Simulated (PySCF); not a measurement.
# CH8OSi2 (SMILES C[SiH](O)[SiH3]) at 6 levels

We compute a comparison of 6 runs (HF/3-21G, HF/def2-SVP, B3LYP/6-31G*, PBE0/def2-SVP, SVWN5/cc-pVDZ, TPSSh/cc-pVDZ) of CH8OSi2. 

The calculation is run with PySCF 2.14.0.

**1. The molecule**

CH8OSi2: 12 atoms, total charge 0, spin state singlet. As SMILES, `C[SiH](O)[SiH3]`. The shape is that of a PBE0-D4/def2-TZVP optimisation. This is one conformer, not always the lowest.

Bond lengths: C1–Si2 1.869 Å, Si2–O3 1.657 Å, Si2–Si4 2.342 Å, C1–H5 1.092 Å, C1–H6 1.094 Å, C1–H7 1.094 Å, Si2–H8 1.496 Å, O3–H9 0.958 Å, Si4–H10 1.489 Å, Si4–H11 1.490 Å, Si4–H12 1.488 Å. Some angles: C1–Si2–O3 112.1°, C1–Si2–Si4 111.5°, O3–Si2–Si4 105.7°, C1–Si2–H8 107.9°, O3–Si2–H8 110.0°, Si4–Si2–H8 109.6°, Si2–C1–H5 111.1°, Si2–C1–H6 111.1°, Si2–C1–H7 110.3°, Si2–O3–H9 117.6°.

**2. Energy and forces at HF/3-21G (run 1)**

The input, calc.py:

```python
from pyscf import gto, scf

mol = gto.M(
    atom='''
C     -2.131800     2.406188     0.390606
Si    -0.192374    -0.447865     1.143473
O      2.141060     0.202957     3.126930
Si     1.737414    -2.100053    -2.479699
H     -0.974343     3.890757    -0.456180
H     -3.022428     3.171149     2.091549
H     -3.635077     1.919962    -0.942028
H     -1.907490    -2.388992     2.275041
H      1.700565     0.634003     4.829573
H      3.433065    -0.195965    -3.670037
H     -0.243775    -2.795850    -4.356764
H      3.240880    -4.400605    -1.888403
''',
    charge=0,
    max_memory=1860,
    unit='bohr',
    verbose=3,
    basis='3-21g',
    spin=0,
)

mf = scf.RHF(mol)
mf.conv_tol = 1e-10
mf.kernel()
if not mf.converged:
    mf = mf.newton().run(mf.mo_coeff, mf.mo_occ)

e_tot = mf.e_tot
print(f'total energy: {e_tot:.8f} hartree')
grad = mf.nuc_grad_method().kernel()
mf.analyze()
```

Launch:

```console
$ OMP_NUM_THREADS=1 python calc.py
```

The program printed:

```text
converged SCF energy = -691.574052222705
[... 14 lines left out ...]
MO #5   energy= -6.13170442313898  occ= 2
[... 10 lines left out ...]
MO #16  energy= -0.699021115075836 occ= 2
[... 10 lines left out ...]
MO #27  energy= 0.162673187007548  occ= 0
[... 10 lines left out ...]
MO #38  energy= 0.497121131483755  occ= 0
[... 10 lines left out ...]
MO #49  energy= 1.31239552086564   occ= 0
[... 10 lines left out ...]
MO #60  energy= 3.18036997582506   occ= 0
[... 13 lines left out ...]
Dipole moment(X, Y, Z, Debye): -1.67878,  0.92949,  1.33234
```

Run time: 1.9 s. Hardware: 1 thread of Arm Neoverse V2, shared host; peak memory 0.13 GiB.

**3. Energy and forces at HF/def2-SVP (run 2)**

The input, input.py:

```python
# C[SiH](O)[SiH3]
import pyscf.grad
from pyscf import gto

mol = gto.M(
    atom='''
C     -1.128100     1.273300     0.206700
Si    -0.101800    -0.237000     0.605100
O      1.133000     0.107400     1.654700
Si     0.919400    -1.111300    -1.312200
H     -0.515600     2.058900    -0.241400
H     -1.599400     1.678100     1.106800
H     -1.923600     1.016000    -0.498500
H     -1.009400    -1.264200     1.203900
H      0.899900     0.335500     2.555700
H      1.816700    -0.103700    -1.942100
H     -0.129000    -1.479500    -2.305500
H      1.715000    -2.328700    -0.999300
''',
    max_memory=1860,
    charge=0,
    basis='def2-svp',
    verbose=4,
)

hf = mol.RHF()
hf.conv_tol = 1e-10
hf.kernel()
if not hf.converged:
    hf = hf.newton().run(hf.mo_coeff, hf.mo_occ)

e_final = hf.e_tot
print('E(%s) = %.9f' % ('HF', e_final))
grad = hf.Gradients().kernel()
hf.analyze()
```

Launch:

```console
$ OMP_NUM_THREADS=1 python input.py
```

The program printed:

```text
PySCF version 2.14.0

[... 96 lines left out ...]
MO #9   energy= -4.24765870286015  occ= 2
[... 18 lines left out ...]
MO #28  energy= 0.185612732863345  occ= 0
[... 18 lines left out ...]
MO #47  energy= 0.705885847221793  occ= 0
[... 18 lines left out ...]
MO #66  energy= 1.23580903023985   occ= 0
[... 18 lines left out ...]
MO #85  energy= 2.06795257322516   occ= 0
[... 18 lines left out ...]
MO #104 energy= 4.10599372136192   occ= 0
[... 119 lines left out ...]
Dipole moment(X, Y, Z, Debye): -1.35641,  0.92643,  1.24343
```

Wall time 7.8 s (1 thread of Arm Neoverse V2, shared host); peak memory 0.23 GiB.

Run 3 isn't shown in full; the table further down has it.

**4. Energy and gradient at PBE0/def2-SVP (run 4)**

The input, job.py:

```python
import pyscf.grad
from pyscf import gto, dft

molecule = gto.Mole()
molecule.atom = '''
C   -1.128100   1.273300   0.206700
Si  -0.101800  -0.237000   0.605100
O    1.133000   0.107400   1.654700
Si   0.919400  -1.111300  -1.312200
H   -0.515600   2.058900  -0.241400
H   -1.599400   1.678100   1.106800
H   -1.923600   1.016000  -0.498500
H   -1.009400  -1.264200   1.203900
H    0.899900   0.335500   2.555700
H    1.816700  -0.103700  -1.942100
H   -0.129000  -1.479500  -2.305500
H    1.715000  -2.328700  -0.999300
'''
molecule.max_memory = 1860
molecule.charge = 0
molecule.verbose = 4
molecule.basis = 'def2-svp'
molecule.build()

calc0 = dft.RKS(molecule)
calc0.xc = 'pbe0'
calc0.grids.level = 5
calc0.conv_tol = 1e-10
calc0.kernel()
if not calc0.converged:
    calc0 = calc0.newton().run(calc0.mo_coeff, calc0.mo_occ)

energy = calc0.e_tot
print('E = %.10f Eh' % energy)
grad = calc0.Gradients().kernel()
calc0.analyze()
```

Launch:

```console
$ OMP_NUM_THREADS=1 python job.py
```

The program printed:

```text
PySCF version 2.14.0

[... 110 lines left out ...]
MO #9   energy= -3.67809661055373  occ= 2
[... 18 lines left out ...]
MO #28  energy= 0.065148547818997  occ= 0
[... 18 lines left out ...]
MO #47  energy= 0.518694451628689  occ= 0
[... 18 lines left out ...]
MO #66  energy= 1.00396535098234   occ= 0
[... 18 lines left out ...]
MO #85  energy= 1.80339535542153   occ= 0
[... 18 lines left out ...]
MO #104 energy= 3.71692197866053   occ= 0
[... 119 lines left out ...]
Dipole moment(X, Y, Z, Debye): -1.20751,  0.99505,  1.22008
```

Wall time 42 s (1 thread of Arm Neoverse V2, shared host); peak memory 1 GiB.

Run 5 isn't shown in full; the table further down has it.

**5. Energy and forces at TPSSh/cc-pVDZ (run 6)**

The input, run.py:

```python
# C[SiH](O)[SiH3]
from pyscf import gto, dft

system = gto.M(
    atom='''
C     -2.131800     2.406188     0.390606
Si    -0.192374    -0.447865     1.143473
O      2.141060     0.202957     3.126930
Si     1.737414    -2.100053    -2.479699
H     -0.974343     3.890757    -0.456180
H     -3.022428     3.171149     2.091549
H     -3.635077     1.919962    -0.942028
H     -1.907490    -2.388992     2.275041
H      1.700565     0.634003     4.829573
H      3.433065    -0.195965    -3.670037
H     -0.243775    -2.795850    -4.356764
H      3.240880    -4.400605    -1.888403
''',
    verbose=3,
    unit='bohr',
    basis='cc-pvdz',
    max_memory=1860,
)

ks = dft.RKS(system, xc='tpssh')
ks.grids.level = 5
ks.conv_tol = 1e-10
ks.kernel()
if not ks.converged:
    ks = ks.newton().run(ks.mo_coeff, ks.mo_occ)

etot = ks.e_tot
print('E(%s) = %.9f' % ('TPSSH', etot))
grad = ks.nuc_grad_method().kernel()
ks.analyze()
```

Launch:

```console
$ OMP_NUM_THREADS=1 python run.py
```

The program printed:

```text
converged SCF energy = -697.208843173286
[... 23 lines left out ...]
MO #14  energy= -0.684621493809004 occ= 2
[... 17 lines left out ...]
MO #32  energy= 0.10971809038657   occ= 0
[... 17 lines left out ...]
MO #50  energy= 0.495928101345628  occ= 0
[... 17 lines left out ...]
MO #68  energy= 1.10736859068123   occ= 0
[... 17 lines left out ...]
MO #86  energy= 1.74777937823581   occ= 0
[... 17 lines left out ...]
MO #104 energy= 3.66717510418881   occ= 0
[... 13 lines left out ...]
Dipole moment(X, Y, Z, Debye): -1.12090,  0.99148,  1.18284
```

Wall time 87 s (1 thread of Arm Neoverse V2, shared host); peak memory 1.1 GiB.

**6. Overview of the runs**

| run | level | integration grid | energy (Eh) | dipole moment (D) | HOMO energy (eV) | LUMO energy (eV) | wall time |
| --- | --- | --- | --- | --- | --- | --- | --- |
| 1 | HF/3-21G | – | -691.574052 | 2.34 | -10.50 | 3.96 | 1.9 s |
| 2 | HF/def2-SVP | – | -695.024907 | 2.06 | -10.61 | 3.73 | 7.8 s |
| 3 | B3LYP/6-31G* (spherical functions) | 5 | -697.163904 | 2.06 | -7.48 | 0.24 | 35 s |
| 4 | PBE0/def2-SVP | 5 | -696.515603 | 1.98 | -7.81 | 0.39 | 42 s |
| 5 | SVWN5/cc-pVDZ | 5 | -693.869093 | 1.97 | -6.57 | -0.62 | 32 s |
| 6 | TPSSh/cc-pVDZ | 5 | -697.208843 | 1.91 | -7.16 | 0.04 | 87 s |

**7. What came out**

```
                       quantity          value
            run 6: total energy  -697.20884 Eh
           run 6: dipole moment         1.91 D
             run 6: HOMO energy       -7.16 eV
             run 6: LUMO energy        0.04 eV
           run 6: HOMO–LUMO gap        7.21 eV
run 6: largest force on an atom     1.263 eV/Å
```

**Reading.** The dipole moment (its size) runs from 1.91 D (TPSSh/cc-pVDZ) to 2.34 D (HF/3-21G). The two ends differ in method and basis. The HOMO–LUMO gap runs from 5.95 eV (SVWN5/cc-pVDZ) to 14.47 eV (HF/3-21G). Totals of different functionals can't be ranked against each other. All runs together took 3.4 min, the longest 87 s.
